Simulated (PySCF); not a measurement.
# C2H8OSi (SMILES CC[SiH2]O) at 6 levels

Wanted: a comparison of 6 runs (HF/3-21G, HF/def2-SVPD, HF/aug-cc-pVDZ, B3LYP/3-21G, B3LYP/6-31G*, r2SCAN/cc-pVDZ) of C2H8OSi. Input form: a Python script.

Program for the calculation: PySCF 2.14.0.

### Step 1. The structure to begin with

C2H8OSi: 12 atoms, total charge 0, spin state singlet. SMILES: `CC[SiH2]O`. Geometry: relaxed at PBE0-D4/def2-TZVP. This is one conformer, not always the lowest.

Bond lengths: C1–C2 1.526 Å, C2–Si3 1.868 Å, Si3–O4 1.653 Å, C1–H5 1.094 Å, C1–H6 1.093 Å, C1–H7 1.093 Å, C2–H8 1.096 Å, C2–H9 1.097 Å, Si3–H10 1.494 Å, Si3–H11 1.484 Å, O4–H12 0.957 Å. Some angles: C1–C2–Si3 113.6°, C2–Si3–O4 112.4°, C1–C2–H8 110.5°, C1–C2–H9 110.5°, Si3–C2–H8 108.4°, Si3–C2–H9 107.5°, C2–C1–H5 111.5°, C2–C1–H6 111.3°, C2–C1–H7 111.8°, C2–Si3–H10 108.7°.

### Step 2. Energy and forces at HF/3-21G (run 1)

Input file run.py:

```python
# CC[SiH2]O
from pyscf import gto

mol = gto.Mole()
mol.atom = [
    ('C', (-1.462000, -0.315100, -0.130400)),
    ('C', (-0.193100, -0.595200, 0.670600)),
    ('Si', (1.348100, 0.138200, -0.088600)),
    ('O', (1.258000, 1.782700, -0.229600)),
    ('H', (-1.384700, -0.701300, -1.150800)),
    ('H', (-1.659100, 0.758300, -0.198700)),
    ('H', (-2.341400, -0.775300, 0.326800)),
    ('H', (-0.292100, -0.210900, 1.691700)),
    ('H', (-0.031100, -1.675800, 0.767200)),
    ('H', (1.555800, -0.473500, -1.435500)),
    ('H', (2.530600, -0.124900, 0.769100)),
    ('H', (0.748100, 2.137600, -0.957900)),
]
mol.basis = '3-21g'
mol.verbose = 4
mol.spin = 0
mol.max_memory = 1860
mol.build()

hf = mol.RHF()
hf.conv_tol = 1e-10
hf.kernel()
if not hf.converged:
    hf = hf.newton().run(hf.mo_coeff, hf.mo_occ)

etot = hf.e_tot
print('E = %.10f Eh' % etot)
grad = hf.nuc_grad_method().kernel()
dip = hf.dip_moment()
pop, q = hf.mulliken_pop()
```

The run is started by

```
$ OMP_NUM_THREADS=1 python run.py
```

Output:

```text
PySCF version 2.14.0

[... 66 lines left out ...]
converged SCF energy = -441.83850846611
[... 12 lines left out ...]
Dipole moment(X, Y, Z, Debye): -1.60812, -0.74028, -1.04958
[... 69 lines left out ...]
charge of   11H =      0.40100
```

Wall time 5.4 s (1 thread of Intel Xeon at 2.50GHz (Skylake/Cascade Lake), shared host); peak memory 0.13 GiB.

### Step 3. Energy and gradient at HF/def2-SVPD (run 2)

Input file input.py:

```python
# CC[SiH2]O
import pyscf.grad
from pyscf import gto, scf

system = gto.M(
    atom='''
C     -2.762780    -0.595453    -0.246420
C     -0.364906    -1.124765     1.267250
Si     2.547540     0.261160    -0.167430
O      2.377275     3.368815    -0.433881
H     -2.616704    -1.325265    -2.174697
H     -3.135245     1.432979    -0.375489
H     -4.424605    -1.465105     0.617562
H     -0.551989    -0.398543     3.196850
H     -0.058770    -3.166803     1.449798
H      2.940036    -0.894785    -2.712702
H      4.782141    -0.236027     1.453388
H      1.413704     4.039479    -1.810169
''',
    unit='bohr',
    spin=0,
    verbose=4,
    max_memory=1860,
    basis='def2-svpd',
)

calc0 = scf.RHF(system)
calc0.conv_tol = 1e-10
calc0.kernel()
if not calc0.converged:
    calc0 = calc0.newton().run(calc0.mo_coeff, calc0.mo_occ)

e_final = calc0.e_tot
print('E(%s) = %.9f' % ('HF', e_final))
grad = calc0.Gradients().kernel()
calc0.analyze()
```

The run is started by

```
$ OMP_NUM_THREADS=1 python input.py
```

Output:

```text
PySCF version 2.14.0

[... 84 lines left out ...]
Two-electron Coulomb Energy =          383.544940379733589
[... 20 lines left out ...]
MO #18  energy= -0.51331965325433  occ= 2
[... 18 lines left out ...]
MO #37  energy= 0.25860956732661   occ= 0
[... 18 lines left out ...]
MO #56  energy= 0.48847206157321   occ= 0
[... 18 lines left out ...]
MO #75  energy= 0.654925045998481  occ= 0
[... 18 lines left out ...]
MO #94  energy= 1.18516987780718   occ= 0
[... 18 lines left out ...]
MO #113 energy= 1.89155926444465   occ= 0
[... 18 lines left out ...]
MO #132 energy= 2.46645972882262   occ= 0
[... 18 lines left out ...]
MO #151 energy= 4.28606383084524   occ= 0
[... 166 lines left out ...]
Dipole moment(X, Y, Z, Debye): -1.42458, -0.56573, -0.74055
```

It took 66 s on 1 thread of Intel Xeon at 2.50GHz (Skylake/Cascade Lake), shared host; peak memory 0.61 GiB.

Runs 3 to 4 aren't shown in full; the table further down has their settings and results.

### Step 4. Energy and forces at B3LYP/6-31G(d) (Cartesian functions) (run 5)

Input file run.py:

```python
# CC[SiH2]O
from pyscf import gto, dft

molecule = gto.M(
    atom='''
C       -1.462000      -0.315100      -0.130400
C       -0.193100      -0.595200       0.670600
Si       1.348100       0.138200      -0.088600
O        1.258000       1.782700      -0.229600
H       -1.384700      -0.701300      -1.150800
H       -1.659100       0.758300      -0.198700
H       -2.341400      -0.775300       0.326800
H       -0.292100      -0.210900       1.691700
H       -0.031100      -1.675800       0.767200
H        1.555800      -0.473500      -1.435500
H        2.530600      -0.124900       0.769100
H        0.748100       2.137600      -0.957900
''',
    verbose=4,
    basis='6-31g*',
    cart=True,
    max_memory=1860,
)

mf = dft.RKS(molecule)
mf.xc = 'b3lyp'
mf.conv_tol = 1e-10
mf.grids.level = 5
mf.kernel()
if not mf.converged:
    mf = mf.newton().run(mf.mo_coeff, mf.mo_occ)

e_tot = mf.e_tot
print('E = %.10f Eh' % e_tot)
grad = mf.nuc_grad_method().kernel()
mf.analyze()
```

The run is started by

```
$ OMP_NUM_THREADS=1 python run.py
```

Output:

```text
PySCF version 2.14.0

[... 106 lines left out ...]
MO #3   energy= -10.1825191944802  occ= 2
[... 10 lines left out ...]
MO #14  energy= -0.443093883515893 occ= 2
[... 10 lines left out ...]
MO #25  energy= 0.11690272335803   occ= 0
[... 10 lines left out ...]
MO #36  energy= 0.377006663564496  occ= 0
[... 10 lines left out ...]
MO #47  energy= 0.8516069839384    occ= 0
[... 10 lines left out ...]
MO #58  energy= 1.17637342472693   occ= 0
[... 10 lines left out ...]
MO #69  energy= 2.01814943245957   occ= 0
[... 10 lines left out ...]
MO #80  energy= 4.3721596355277    occ= 0
[... 95 lines left out ...]
Dipole moment(X, Y, Z, Debye): -1.44654, -0.38446, -0.77988
```

It took 68 s on 1 thread of Intel Xeon at 2.50GHz (Skylake/Cascade Lake), shared host; peak memory 0.82 GiB.

### Step 5. Energy and gradient at r2SCAN/cc-pVDZ (run 6)

Input file geometry.xyz:

```xyz
12
C2H8OSi
C     -1.462000    -0.315100    -0.130400
C     -0.193100    -0.595200     0.670600
Si     1.348100     0.138200    -0.088600
O      1.258000     1.782700    -0.229600
H     -1.384700    -0.701300    -1.150800
H     -1.659100     0.758300    -0.198700
H     -2.341400    -0.775300     0.326800
H     -0.292100    -0.210900     1.691700
H     -0.031100    -1.675800     0.767200
H      1.555800    -0.473500    -1.435500
H      2.530600    -0.124900     0.769100
H      0.748100     2.137600    -0.957900
```

Input file job.py:

```python
from pyscf import gto, dft

mol = gto.Mole()
mol.atom = 'geometry.xyz'
mol.max_memory = 1860
mol.verbose = 4
mol.charge = 0
mol.basis = 'cc-pvdz'
mol.build()

mf = dft.RKS(mol)
mf.xc = 'r2scan'
mf.conv_tol = 1e-10
mf.grids.level = 5
mf.kernel()
if not mf.converged:
    mf = mf.newton().run(mf.mo_coeff, mf.mo_occ)

etot = mf.e_tot
print('E(%s) = %.9f' % ('R2SCAN', etot))
grad = mf.nuc_grad_method().kernel()
mf.analyze()
```

The run is started by

```
$ OMP_NUM_THREADS=1 python job.py
```

Output:

```text
PySCF version 2.14.0

[... 101 lines left out ...]
Nuclear Repulsion Energy =             176.424078248697271
[... 14 lines left out ...]
MO #9   energy= -0.961872225058406 occ= 2
[... 12 lines left out ...]
MO #22  energy= 0.0209772733515234 occ= 0
[... 12 lines left out ...]
MO #35  energy= 0.359109003125216  occ= 0
[... 12 lines left out ...]
MO #48  energy= 0.672531168750794  occ= 0
[... 12 lines left out ...]
MO #61  energy= 1.16751818316376   occ= 0
[... 12 lines left out ...]
MO #74  energy= 1.65852750663505   occ= 0
[... 12 lines left out ...]
MO #87  energy= 2.18229030838463   occ= 0
[... 12 lines left out ...]
MO #100 energy= 3.70624545856621   occ= 0
[... 115 lines left out ...]
Dipole moment(X, Y, Z, Debye): -1.41879, -0.26192, -0.67970
```

Run time: 2.1 min. Hardware: 1 thread of Intel Xeon at 2.50GHz (Skylake/Cascade Lake), shared host; peak memory 1 GiB.

### Step 6. All runs side by side

```csv
run,level,integration grid,Cartesian functions,energy (Eh),dipole moment (D),HOMO energy (eV),LUMO energy (eV),wall time
1,HF/3-21G,–,no,-441.838508,2.06,-11.19,5.00,5.4 s
2,HF/def2-SVPD,–,no,-444.040418,1.70,-11.42,2.33,66 s
3,HF/aug-cc-pVDZ,–,no,-444.252218,1.67,-11.33,0.90,95 s
4,B3LYP/3-21G,5,no,-443.402205,1.88,-7.35,1.26,30 s
5,B3LYP/6-31G* (Cartesian functions),5,yes,-445.782738,1.69,-7.58,0.72,68 s
6,r2SCAN/cc-pVDZ,5,no,-445.662861,1.59,-6.76,0.57,2.1 min
```

### Step 7. Outcome

```
                       quantity          value
            run 6: total energy  -445.66286 Eh
           run 6: dipole moment         1.59 D
             run 6: HOMO energy       -6.76 eV
             run 6: LUMO energy        0.57 eV
           run 6: HOMO–LUMO gap        7.33 eV
run 6: largest force on an atom     1.151 eV/Å
```

In words: The dipole moment (its size) runs from 1.59 D (r2SCAN/cc-pVDZ) to 2.06 D (HF/3-21G). The two ends differ in method and basis. The HOMO–LUMO gap runs from 7.33 eV (r2SCAN/cc-pVDZ) to 16.19 eV (HF/3-21G). Totals of different functionals can't be ranked against each other. All runs together took 6.5 min, the longest 2.1 min.
